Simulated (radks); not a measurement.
**Fractional charge and spin in the 3p shell of argon**

One table from this session's results is given with a row withheld; the runs are named, their logs left out.

Method: scalar-relativistic Kohn-Sham, SCAN, spin-polarised, spherical densities, finite nucleus. Code: radks (a radial shooting solver on a logarithmic mesh, Libxc functionals) version 1.

### What is computed

```
element            : argon (Z = 18)
configuration      : [Ne] 3s2 3p(up 3, down 3)
nuclear rms radius : 3.4274 fm
```

A shell typed twice in an input gives spin up, then spin down.

Set-up of the first run:

Input:

```text
Z 18
configuration [Ne] 3s2 3p3 3p3
relativity scalar-relativistic
functional scan,scan
spin polarised
nucleus finite rms 3.4274 fm
c 137.035999084
```

Among the steps run: 3p: up 3, down 3.

One of the session's tables, all rows but one given; the rest of the session is left out.

It belongs to the step «3p: up 3, down 3». From the orbitals of this run (lengths in bohr):

```
level      <r>  outermost maximum (interpolated)  90 % within  nodes
   1s  0.08575                            0.0561        0.153      0
   2s   0.4125                             0.338        0.643      1
   2p        ?                                 ?            ?      ?
   3s    1.413                              1.18         2.15      2
   3p    1.657                              1.29         2.62      1
```

Estimate the missing values for 2p.

**Answer.** <r>: 0.3760; outermost maximum (interpolated): 0.281; 90 % within: 0.622; nodes: 0. In the column «<r>» it lies between 1s (0.08575) and 2s (0.4125).
